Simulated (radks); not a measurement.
# Os³⁺ in [Kr] 4d10 4f14 5s2 5p5.5 5d5 6d0.5: an all-electron calculation

What are the levels of the osmium ion Os3+, how large are its shells, and how does its energy divide?

Method: scalar-relativistic Kohn-Sham, BP86, spin-polarised, spherical densities, finite nucleus; open shells are filled with parallel spins first. Code: radks (a radial shooting solver on a logarithmic mesh, Libxc functionals) version 1.

**1. What is computed**

| Item | Value |
| --- | --- |
| element | osmium (Z = 76) |
| charge | +3 |
| electrons | 73 |
| configuration | [Kr] 4d10 4f14 5s2 5p5.5 5d5 6d0.5 |
| nuclear rms radius | 5.4126 fm |

**2. The run**

Settings of this run:

```text
Z 76
configuration [Kr] 4d10 4f14 5s2 5p5.5 5d5 6d0.5 6s0 6p0
relativity scalar-relativistic
functional b88,p86
spin polarised
nucleus finite rms 5.4126 fm
c 137.035999084
```

Command:

```
$ python run_ks.py task.json out
```

This one command runs every case of the session in turn.

Q: Predict the outcome of this run.

The runs gave:

| quantity | value |
| --- | --- |
| total energy | -17249.6825 hartree |
| exchange-correlation share of it | 1.97 % |
| −T/E | 1.1079 |
| highest occupied level | 6d up, -14.718 eV |
| most extended occupied level | 6d up, <r> = 4.12 bohr |
| radius at density 0.001 e/bohr³ | 3.93 bohr |
| maxima of the radial density | 4 |

What this shows: The radial density shows 4 maxima for 6 occupied principal shells; where shells overlap, one shows as a shoulder or not at all. Relativity lifts −T/E to 1.108. This is not the tabulated ground configuration, so its levels and sizes aren't those of the ground state, and no measured value stands beside it.
